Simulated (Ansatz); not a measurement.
**SnSiH6 (SMILES [SiH3][SnH3]): wB97M-V/def2-SVPD (core potential)**

Aim: the vertical ionisation energy of SnSiH6 at wB97M-V/def2-SVPD (core potential), from 2 runs. 

Program for the calculation: Ansatz 0.2.0.

45 further runs of the same task are left out: 45 set aside as unsound or not needed.

## (1) The system as given

SnSiH6 has 8 atoms, charge 0, and is taken as a singlet. As SMILES, `[SiH3][SnH3]`. Geometry: relaxed at PBE0-D4/def2-TZVP.

Bond lengths: Si1–Sn2 2.560 Å, Si1–H3 1.487 Å, Si1–H4 1.487 Å, Si1–H5 1.487 Å, Sn2–H6 1.708 Å, Sn2–H7 1.708 Å, Sn2–H8 1.708 Å. Some angles: Si1–Sn2–H6 110.7°, Si1–Sn2–H7 110.8°, Si1–Sn2–H8 110.8°, Sn2–Si1–H3 110.2°, Sn2–Si1–H4 110.2°, Sn2–Si1–H5 110.2°, H6–Sn2–H7 108.2°, H6–Sn2–H8 108.2°, H7–Sn2–H8 108.2°, H3–Si1–H4 108.8°.

## (2) A single-point energy at wB97M-V/def2-SVPD (core potential)

The input, run.yaml:

```yaml
crystal:
  periodic: [false, false, false]
  atoms:
    - {symbol: Si, position_ang: [-0.621900, 0.121300, -1.152100]}
    - {symbol: Sn, position_ang: [0.611700, -0.129400, 1.077500]}
    - {symbol: H, position_ang: [-2.070400, 0.355200, -0.912500]}
    - {symbol: H, position_ang: [-0.465000, -1.112000, -1.967300]}
    - {symbol: H, position_ang: [-0.071600, 1.272400, -1.915300]}
    - {symbol: H, position_ang: [0.450400, 1.285900, 2.019300]}
    - {symbol: H, position_ang: [2.276200, -0.410700, 0.820500]}
    - {symbol: H, position_ang: [-0.017200, -1.439600, 1.974000]}
basis:
  gaussian:
    orbitals: def2-SVPD
hamiltonian:
  xc: {name: wB97M-V}
accuracy: high
output: {orbitals: {seedname: orbitals}}
```

Command:

```sh
$ ansatz run run.yaml --threads 1 --pin off --max-ram 3480MiB --events-out events.jsonl --progress --plain --runs-dir runs
```

The log of the run:

```text
Warning: RAYON_NUM_THREADS=1 ignored (pool sized by the plan → 1); use --threads N
Functional definition: wB97M-V
  name "wB97M-V"
  parameter omega = 0.3/bohr
  parameter cx = 0.15
  parameter cx01 = 1.007
  parameter cx10 = 0.259
  parameter css00 = 0.443
  parameter css04 = -1.437
  parameter css10 = -4.535
  parameter css20 = -3.390
  parameter css43 = 4.278
  parameter cos00 = 1.000
  parameter cos10 = 1.358
  parameter cos20 = 2.924
  parameter cos21 = -8.812
  parameter cos60 = -1.390
  parameter cos61 = 9.142
  parameter b = 6.0
  parameter c = 0.01
  gx(w, u) = 1 - cx + cx01*u + cx10*w
  gss(w, u) = css00 + css04*u^4 + css10*w + css20*w^2 + css43*w^4*u^3
  gos(w, u) = cos00 + cos10*w + (cos20 + cos21*u)*w^2 + (cos60 + cos61*u)*w^6
  exchange = spin_sum(e_x_unif_sr(omega)*gx(b97_w, b97_u_x)) + cx*exact_x_sr(omega) + exact_x_lr(omega)
  correlation = spin_sum(e_c_pw_mod_same_spin*gss(b97_w, b97_u_same))
      + integral(e_c_pw_mod_opposite_spin*gos(b97_w_opposite, b97_u_opposite)) + vv10(b, c)
2258 factors; integrals over basis functions are off by at most 3.7e-9 eV
536 factors; integrals over basis functions are off by at most 1.9e-9 eV
mean field evaluation 1: about -13800.5417 eV, gradient 8.2e0 eV
mean field evaluation 2: about -13800.7973 eV, gradient 3.1e0 eV
mean field evaluation 4: about -13800.8248 eV, gradient 9.8e-1 eV
mean field evaluation 8: about -13800.8499 eV, gradient 2.4e-2 eV
mean field evaluation 16: about -13800.8499 eV, gradient 1.1e-6 eV
mean field -13800.84988198 eV, -507.1718786108 hartree, gradient 5.1e-8 eV, S^2 0.000000; 0 other end points of the search recorded, 0 dependent functions left out
reference -13800.84988802 eV, -507.1718788327 hartree; 21, 21 occupied and 83, 83 virtual orbitals, 2258 factors
Total energy: -13800.84988802 eV, -507.1718788327 hartree
```

Run time: 65 s. Hardware: 1 thread of Intel Xeon Platinum 8259CL at 2.50GHz (Skylake/Cascade Lake), shared host; peak memory 0.72 GiB.

## (3) The doublet cation at the same level

The input, input.yaml:

```yaml
crystal:
  periodic: [false, false, false]
  atoms:
    - symbol: Si
      position_ang: [-0.621900, 0.121300, -1.152100]
    - symbol: Sn
      position_ang: [0.611700, -0.129400, 1.077500]
    - symbol: H
      position_ang: [-2.070400, 0.355200, -0.912500]
    - symbol: H
      position_ang: [-0.465000, -1.112000, -1.967300]
    - symbol: H
      position_ang: [-0.071600, 1.272400, -1.915300]
    - symbol: H
      position_ang: [0.450400, 1.285900, 2.019300]
    - symbol: H
      position_ang: [2.276200, -0.410700, 0.820500]
    - symbol: H
      position_ang: [-0.017200, -1.439600, 1.974000]
basis:
  gaussian:
    orbitals: def2-SVPD
total_charge: 1
magnetization:
  spin_polarized: true
  initial_magnetization: 1
hamiltonian:
  xc: {name: wB97M-V}
accuracy: high
output: {orbitals: {seedname: orbitals}}
```

Command:

```sh
$ ansatz run input.yaml --threads 1 --pin off --max-ram 3480MiB --events-out events.jsonl --progress --plain --runs-dir runs
```

The log of the run (excerpt; [...] marks lines left out):

```text
Warning: RAYON_NUM_THREADS=1 ignored (pool sized by the plan → 1); use --threads N
[... 2 set-up lines as earlier in the session ...]
[...]
  gx(w, u) = 1 - cx + cx01*u + cx10*w
  gss(w, u) = css00 + css04*u^4 + css10*w + css20*w^2 + css43*w^4*u^3
  gos(w, u) = cos00 + cos10*w + (cos20 + cos21*u)*w^2 + (cos60 + cos61*u)*w^6
[...]
      + integral(e_c_pw_mod_opposite_spin*gos(b97_w_opposite, b97_u_opposite)) + vv10(b, c)
2257 factors; integrals over basis functions are off by at most 3.7e-9 eV
536 factors; integrals over basis functions are off by at most 1.9e-9 eV
[...]
mean field -13790.72578233 eV, -506.7998248110 hartree, gradient 3.8e-8 eV, S^2 0.751578; 2 other end points of the search recorded, 0 dependent functions left out
reference -13790.72578863 eV, -506.7998250426 hartree; 21, 20 occupied and 83, 84 virtual orbitals, 2257 factors
Total energy: -13790.72578863 eV, -506.7998250426 hartree
```

It took 2 min on 1 thread of Intel Xeon Platinum 8259CL at 2.50GHz (Skylake/Cascade Lake), shared host; peak memory 1.3 GiB.

## (4) Results

At wB97M-V/def2-SVPD (core potential):

```
                                          quantity          value
                      singlet SnSiH6: total energy  -507.17188 Eh
                       singlet SnSiH6: HOMO energy      -10.00 eV
                       singlet SnSiH6: LUMO energy        0.96 eV
                     singlet SnSiH6: HOMO–LUMO gap       10.96 eV
                      doublet cation: total energy  -506.79983 Eh
doublet cation: HOMO energy (highest over α and β)      -16.59 eV
 doublet cation: LUMO energy (lowest over α and β)      -10.24 eV
                              doublet cation: ⟨S²⟩          0.752
vertical ionisation energy (to the doublet cation)      10.124 eV
```

What this shows: Removing an electron at fixed nuclei costs 10.12 eV (233 kcal/mol). The negative HOMO energy of the first species, 10.00 eV, lies 0.13 eV below that difference.
